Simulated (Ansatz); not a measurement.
# SiPH₆NO: basis-set convergence

How large a basis does SiPH₆NO need? Two functionals are run in growing sets.

The runs use Ansatz 0.2.0, Gaussian basis; one geometry, several basis sets.

Levels to be run: PBE0-D4/def2-SVP; ωB97M-V/def2-SVP; PBE0-D4/def2-QZVPP; ωB97M-V/def2-QZVPP; the functionals' def2-TZVPP values are taken from earlier runs.

**1. The relaxed structure**

The geometry comes from an earlier relaxation with PBE0-D4 in a triple-zeta def2 set; it is a stationary point, not always the lowest conformer.

10 atoms, charge 0, spin multiplicity 1.

Atoms are counted from 1 here; the program's logs count them from 0.

Bond lengths: O1–P2 1.655 Å, O1–H5 0.960 Å, P2–N3 1.690 Å, P2–H6 1.420 Å, N3–Si4 1.733 Å, N3–H7 1.012 Å, Si4–H8 1.487 Å, Si4–H9 1.482 Å, Si4–H10 1.489 Å. Angles: P2–O1–H5 110.1°, O1–P2–N3 105.6°, O1–P2–H6 93.3°, N3–P2–H6 96.8°, P2–N3–Si4 124.3°, P2–N3–H7 117.1°, Si4–N3–H7 117.7°, N3–Si4–H8 110.4°, N3–Si4–H9 106.7°, N3–Si4–H10 112.3°, H8–Si4–H9 110.6°, H8–Si4–H10 107.5°, H9–Si4–H10 109.5°.

**2. PBE0-D4 in def2-SVP**

in.yaml

```yaml
crystal:
  periodic: [false, false, false]
  atoms:
    - {symbol: O, position_ang: [-1.539426, 0.931129, -1.581699]}
    - {symbol: P, position_ang: [-1.375489, 0.562803, 0.023483]}
    - {symbol: N, position_ang: [-0.147238, -0.595982, 0.099879]}
    - {symbol: Si, position_ang: [1.429925, -0.304954, 0.757150]}
    - {symbol: H, position_ang: [-1.175065, 1.801751, -1.760002]}
    - {symbol: H, position_ang: [-2.464291, -0.348215, 0.008685]}
    - {symbol: H, position_ang: [-0.293444, -1.457601, -0.410034]}
    - {symbol: H, position_ang: [1.813822, -1.400362, 1.686059]}
    - {symbol: H, position_ang: [1.357621, 0.988091, 1.478426]}
    - {symbol: H, position_ang: [2.476586, -0.227760, -0.299146]}
basis:
  gaussian: {orbitals: def2-SVP}
hamiltonian: {xc: pbe0, dispersion: d4}
output: {orbitals: {seedname: orbitals}}
```

Command:

```bash
$ ansatz run in.yaml --threads 2 --pin off --events-out ev --progress --plain --max-ram 4352MiB
```

The runs that follow: ωB97M-V in def2-SVP; PBE0-D4 in def2-QZVPP; ωB97M-V in def2-QZVPP.

**Question.** What will the summary of the whole plan be? Wanted: PBE0-D4: double and triple zeta above quadruple; ωB97M-V: double and triple zeta above quadruple.

The runs gave:

```
                                       quantity           value
PBE0-D4: double and triple zeta above quadruple  11.59, 0.81 eV
ωB97M-V: double and triple zeta above quadruple  11.70, 0.76 eV
```

For PBE0-D4 the step from double to triple zeta gains 10.78 eV and the next only 0.81 eV. These are total energies; as a rule much of such shifts cancels in differences, which this series doesn't test. The LUMO of ωB97M-V is positive and keeps falling with the basis (2.41 to 1.22 eV): an unbound level that the basis holds in place.
